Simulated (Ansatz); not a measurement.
Write a Python script for the Ansatz DFT code, driven from Python that makes harmonic frequencies at the relaxed geometry of CH₅BFNSi, SMILES C[Si]1(F)BN1. Use (for the species named): Hartree-Fock, 6-31G* basis, multiplicity 1.

```yaml
atoms:
  - { symbol: C, position_ang: [-0.5754, -1.2883, -0.5768] }
  - { symbol: Si, position_ang: [0.5116, -0.2564, 0.5122] }
  - { symbol: F, position_ang: [1.9281, -0.9632, 0.9967] }
  - { symbol: B, position_ang: [0.1394, 1.6368, 1.0282] }
  - { symbol: N, position_ang: [0.8745, 1.2707, -0.2425] }
  - { symbol: H, position_ang: [-0.8082, -2.2209, -0.1321] }
  - { symbol: H, position_ang: [-0.1252, -1.3744, -1.5798] }
  - { symbol: H, position_ang: [-1.5487, -0.6886, -0.7113] }
  - { symbol: H, position_ang: [-0.5402, 2.4227, 1.7184] }
  - { symbol: H, position_ang: [0.2272, 1.4104, -1.0102] }
```

The script, `ch5bfnsi_freq.py`:
```python
from dataclasses import dataclass
import warnings

import ansatz as az
from ase import Atoms
from ase.thermochemistry import IdealGasThermo
import numpy as np


@dataclass(frozen=True)
class Options:
    basis: str = "6-31G*"
    functional: str = "hf"


opts = Options()

warnings.simplefilter("ignore", az.DeckWarning)

geometry_ang = [
    ("C", [-0.5754, -1.2883, -0.5768]),
    ("Si", [0.5116, -0.2564, 0.5122]),
    ("F", [1.9281, -0.9632, 0.9967]),
    ("B", [0.1394, 1.6368, 1.0282]),
    ("N", [0.8745, 1.2707, -0.2425]),
    ("H", [-0.8082, -2.2209, -0.1321]),
    ("H", [-0.1252, -1.3744, -1.5798]),
    ("H", [-1.5487, -0.6886, -0.7113]),
    ("H", [-0.5402, 2.4227, 1.7184]),
    ("H", [0.2272, 1.4104, -1.0102]),
]
system = az.Crystal.molecule()
for symbol, xyz in geometry_ang:
    system = system.atom(symbol, xyz)

calculation = (
    system.calculation()
    .basis(gaussian=opts.basis)
    .functional(opts.functional)
)
symbols = [site.symbol for site in system.cartesian_sites]
start = np.array([site.position_ang for site in system.cartesian_sites], dtype=float)
r = calculation.relax(force_tolerance=0.003).run(threads=1, pin="off").report
end = np.array(r["positions_ang"])

print("bond        before    after (A)")
for i, j in [(0, 1), (0, 5), (0, 6), (0, 7), (1, 2), (1, 3), (1, 4), (3, 4), (3, 8), (4, 9)]:
    d0, d1 = (np.linalg.norm(xyz[i] - xyz[j]) for xyz in (start, end))
    print(f"{symbols[i]}{i}-{symbols[j]}{j}".ljust(10), f"{d0:8.4f} {d1:8.4f}")

minimum = az.Crystal.molecule()
for symbol, xyz in zip(symbols, end):
    minimum = minimum.atom(symbol, xyz.tolist())
vibrating = (
    minimum.calculation()
    .basis(gaussian=opts.basis)
    .functional(opts.functional)
    .phonons(temperatures=(100, 500, 100))
)
vib = vibrating.run(threads=1, pin="off").report["vibrations"]
sums = vib["harmonic_sums"]
modes = [m["omega_inv_cm"] for m in sums["modes_at_gamma"] if m["rigid_motion"] == "no"]
for number, w in enumerate(modes, start=1):
    print(f"mode {number:2d} {w:9.1f} 1/cm {w / 8065.544 * 1000:8.2f} meV")
print("imaginary modes:", sum(w < 0 for w in modes), " zero-point energy:", round(sums["zero_point_energy_ev"], 4), "eV")
gas = IdealGasThermo(vib_energies=[w / 8065.544 for w in modes if w > 0], geometry="linear" if len(modes) == 3 * len(symbols) - 5 else "nonlinear",
                     atoms=Atoms(symbols, positions=end), symmetrynumber=1, spin=0.0)
print(f"H(298 K) - E = {gas.get_enthalpy(298.15, verbose=False):.4f} eV")
print(f"S(298 K, 1 bar) = {96485.33 * gas.get_entropy(298.15, 1e5, verbose=False):.1f} J/(mol K) with symmetry number 1")

heavier = vibrating.phonons(masses={"H": 2.014102}).run(threads=1, pin="off").report["vibrations"]["harmonic_sums"]
print("deuterated (1/cm):", " ".join(f"{m['omega_inv_cm']:.0f}" for m in heavier["modes_at_gamma"] if m["rigid_motion"] == "no"))
print("zero-point energy falls by", round(sums["zero_point_energy_ev"] - heavier["zero_point_energy_ev"], 4), "eV")
```

```console
$ python ch5bfnsi_freq.py
bond        before    after (A)
C0-Si1       1.8526   1.8686
C0-H5        1.0591   1.0859
C0-H6        1.1028   1.0865
C0-H7        1.1511   1.0847
Si1-F2       1.6555   1.6014
Si1-B3       1.9972   1.9075
Si1-N4       1.7416   1.7256
B3-N4        1.5130   1.3957
B3-H8        1.2473   1.1827
N4-H9        1.0138   0.9989
mode  1     136.3 1/cm    16.90 meV
mode  2     228.2 1/cm    28.29 meV
mode  3     233.8 1/cm    28.99 meV
mode  4     294.8 1/cm    36.55 meV
mode  5     313.1 1/cm    38.82 meV
mode  6     623.3 1/cm    77.28 meV
mode  7     634.9 1/cm    78.72 meV
mode  8     727.9 1/cm    90.25 meV
mode  9     833.9 1/cm   103.39 meV
mode 10     867.0 1/cm   107.49 meV
mode 11     875.2 1/cm   108.51 meV
mode 12     929.6 1/cm   115.25 meV
mode 13     943.3 1/cm   116.96 meV
mode 14    1012.2 1/cm   125.50 meV
mode 15    1193.0 1/cm   147.92 meV
mode 16    1375.7 1/cm   170.57 meV
mode 17    1459.4 1/cm   180.94 meV
mode 18    1601.2 1/cm   198.52 meV
mode 19    1604.8 1/cm   198.97 meV
mode 20    2826.9 1/cm   350.49 meV
mode 21    3200.0 1/cm   396.75 meV
mode 22    3268.3 1/cm   405.21 meV
mode 23    3283.3 1/cm   407.07 meV
mode 24    3817.8 1/cm   473.34 meV
imaginary modes: 0  zero-point energy: 2.0013 eV
H(298 K) - E = 2.1932 eV
S(298 K, 1 bar) = 321.6 J/(mol K) with symmetry number 1
deuterated (1/cm): 98 199 205 275 295 493 572 621 661 693 714 746 832 982 1019 1149 1157 1159 1326 2115 2300 2418 2432 2804
zero-point energy falls by 0.4351 eV
```

The frequencies are harmonic and unscaled, in a modest basis. The result belongs to the one conformer reached from this start, and soft torsions count as harmonic oscillators. The entropy takes a symmetry number of 1; a symmetric molecule's is lower by R ln(sigma). Hardware and time: 3.2 min on 1 thread of Arm Neoverse V2, on a shared host, peak memory 0.29 GiB.

(Lines on the test bed's own set-up are left out of the output.)
